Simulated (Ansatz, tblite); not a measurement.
# Ga9Sb10 wurtzite ring sphere (Ga₉Sb₁₀H₂₆+): a ladder of methods and basis sets

One table from this session's results is given with a row withheld; the runs are named, their logs left out.

Computed with Ansatz 0.2.0, Gaussian basis. Level: as each input shows.

The runs, in order: GFN1-xTB, PBE-D4/def2-TZVP, r2SCAN-D4/def2-TZVP, B3LYP-D4/def2-TZVP, PBE-D4/def2-SVP, PBE0-D4/def2-SVP, MP2/def2-TZVP, RPA/def2-TZVP.

2 further runs of the same task are left out: 2 for a known fault of the program.

**The structure**

The singlet was relaxed beforehand with r2SCAN-D4/def2-SVP.

45 atoms, charge 1, spin multiplicity 1.

Bond lengths: Sb1–Ga2 2.754 Å, Sb1–Ga5 2.645 Å, Sb1–H20 1.699 Å, Sb1–H21 1.698 Å, Ga2–Sb7 2.694 Å, Ga2–H22 1.556 Å, Ga2–H23 1.556 Å, Sb3–Ga4 2.710 Å, Sb3–Ga5 2.662 Å, Sb3–H24 1.700 Å, Sb3–H25 1.696 Å, Ga4–Sb9 2.710 Å, Ga4–H26 1.557 Å, Ga4–H27 1.552 Å, Ga5–Sb6 2.654 Å, Ga5–Sb14 2.631 Å, Sb6–Ga8 2.702 Å, Sb6–Ga10 2.654 Å and more. Angles: Ga2–Sb1–Ga5 118.9°, Ga2–Sb1–H20 114.5°, Ga2–Sb1–H21 114.3°, Ga5–Sb1–H20 105.1°, Ga5–Sb1–H21 104.1°, H20–Sb1–H21 97.2°, Sb1–Ga2–Sb7 95.6°, Sb1–Ga2–H22 103.6°, Sb1–Ga2–H23 103.6°, Sb7–Ga2–H22 109.2°, Sb7–Ga2–H23 109.5°, H22–Ga2–H23 129.5°, Ga4–Sb3–Ga5 126.7°, Ga4–Sb3–H24 106.8°, Ga4–Sb3–H25 112.8°, Ga5–Sb3–H24 104.5°, Ga5–Sb3–H25 104.8°, H24–Sb3–H25 97.1° and more.

Sb takes a core potential in the def2 sets. No spin-orbit coupling is included. The ion is computed in the gas phase, without counter-ions or solvent.

PBE0-D4/def2-TZVP was run before; its log isn't repeated, and its numbers join the tables.

The first run:

Tight binding, by tblite at 300 K electronic temperature and without a spin-polarisation term:

```python
tblite.interface.Calculator('GFN1-xTB', numbers, positions, charge=1, uhf=0).singlepoint()
```

start.molden holds the orbitals of an earlier run on this state, given as this run's starting guess.

in.yaml reads:

```yaml
crystal:
  periodic: [false, false, false]
  atoms:
    - {symbol: Sb, position_ang: [0.677302, -4.515580, -0.141758]}
    - {symbol: Ga, position_ang: [0.701416, -4.763656, 2.600688]}
    - {symbol: Sb, position_ang: [0.677439, -2.015670, -3.869321]}
    - {symbol: Ga, position_ang: [-1.054550, -0.609720, -5.407295]}
    - {symbol: Ga, position_ang: [0.736699, -2.095750, -1.208853]}
    - {symbol: Sb, position_ang: [-1.352556, -0.781280, -0.233427]}
    - {symbol: Sb, position_ang: [0.769809, -2.118521, 3.105360]}
    - {symbol: Ga, position_ang: [-1.469167, -0.848062, 2.464891]}
    - {symbol: Sb, position_ang: [-1.404692, 1.593746, -3.869764]}
    - {symbol: Ga, position_ang: [-1.444871, 1.685191, -1.209233]}
    - {symbol: Sb, position_ang: [-3.570341, 2.843902, -0.142648]}
    - {symbol: Sb, position_ang: [-1.447769, 1.726320, 3.104876]}
    - {symbol: Ga, position_ang: [-3.771216, 2.992150, 2.599858]}
    - {symbol: Sb, position_ang: [2.810002, -0.722088, -0.351465]}
    - {symbol: Ga, position_ang: [3.002847, -0.940594, 2.310531]}
    - {symbol: Ga, position_ang: [2.684515, 1.548550, -1.796627]}
    - {symbol: Sb, position_ang: [0.781557, 2.793559, -0.351722]}
    - {symbol: Sb, position_ang: [2.756825, 1.589850, 3.127526]}
    - {symbol: Ga, position_ang: [0.689728, 3.069890, 2.310309]}
    - {symbol: H, position_ang: [-0.615951, -5.306747, -0.907939]}
    - {symbol: H, position_ang: [1.932412, -5.345801, -0.928896]}
    - {symbol: H, position_ang: [-0.717449, -5.310609, 2.930101]}
    - {symbol: H, position_ang: [2.095698, -5.386633, 2.898180]}
    - {symbol: H, position_ang: [0.543607, -3.642782, -4.341846]}
    - {symbol: H, position_ang: [2.294085, -1.794343, -4.332010]}
    - {symbol: H, position_ang: [-2.395140, -1.383124, -5.232832]}
    - {symbol: H, position_ang: [-0.305165, -0.177697, -6.696120]}
    - {symbol: H, position_ang: [-2.726571, -1.573903, -0.851434]}
    - {symbol: H, position_ang: [0.841837, -1.970310, 4.799556]}
    - {symbol: H, position_ang: [-2.767167, -1.596188, 2.906503]}
    - {symbol: H, position_ang: [-2.879519, 2.293432, -4.342933]}
    - {symbol: H, position_ang: [-0.402400, 2.881523, -4.332003]}
    - {symbol: H, position_ang: [-4.902057, 2.117137, -0.906730]}
    - {symbol: H, position_ang: [-3.663916, 4.344729, -0.931902]}
    - {symbol: H, position_ang: [-1.283851, 1.714708, 4.799105]}
    - {symbol: H, position_ang: [-4.955559, 2.039037, 2.931046]}
    - {symbol: H, position_ang: [-3.611065, 4.511269, 2.895258]}
    - {symbol: H, position_ang: [4.105682, -1.645516, -0.953245]}
    - {symbol: H, position_ang: [4.343405, -1.600235, 2.755188]}
    - {symbol: H, position_ang: [1.907859, 1.099974, -3.096897]}
    - {symbol: H, position_ang: [4.030773, 2.325251, -1.768091]}
    - {symbol: H, position_ang: [0.630134, 4.377295, -0.953778]}
    - {symbol: H, position_ang: [2.767326, 1.596400, 4.825140]}
    - {symbol: H, position_ang: [4.212317, 2.428945, 2.879302]}
    - {symbol: H, position_ang: [0.789795, 4.560654, 2.754848]}
basis:
  gaussian: {orbitals: def2-TZVP, fitting: {mean_field: def2-universal-jkfit}, initial_orbitals: start.molden}
total_charge: 1
hamiltonian: {xc: pbe, dispersion: d4}
scf: {omitted_lower_state_checks: [starts]}
output: {orbitals: {seedname: orbitals}}
```

Launch:

```
$ ansatz run in.yaml --threads 11 --pin off --events-out ev --progress --plain --max-ram 110592MiB --backend cuda --devices 0, --max-vram 75GiB
```

Steps of the session up to this table: PBE-D4/def2-TZVP; r2SCAN-D4/def2-TZVP; B3LYP-D4/def2-TZVP; PBE-D4/def2-SVP; PBE0-D4/def2-SVP; MP2/def2-TZVP; RPA/def2-TZVP.

One table of the session follows, with a row left open; its other results are not shown here.

It belongs to the step «Levels side by side». 

```
              level  HOMO (eV)  LUMO (eV)  gap (eV)
    PBE-D4/def2-SVP      -8.27      -5.18      3.09
   PBE-D4/def2-TZVP      -8.29      -5.25      3.04
r2SCAN-D4/def2-TZVP      -8.52      -5.14      3.38
 B3LYP-D4/def2-TZVP      -8.98      -4.78      4.20
   PBE0-D4/def2-SVP      -9.16      -4.55      4.61
  PBE0-D4/def2-TZVP          ?          ?         ?
```

Q: Estimate the row for PBE0-D4/def2-TZVP from the others.

As computed: HOMO (eV): -9.15; LUMO (eV): -4.60; gap (eV): 4.55. In the column «HOMO (eV)» it lies between PBE0-D4/def2-SVP (-9.16) and B3LYP-D4/def2-TZVP (-8.98).
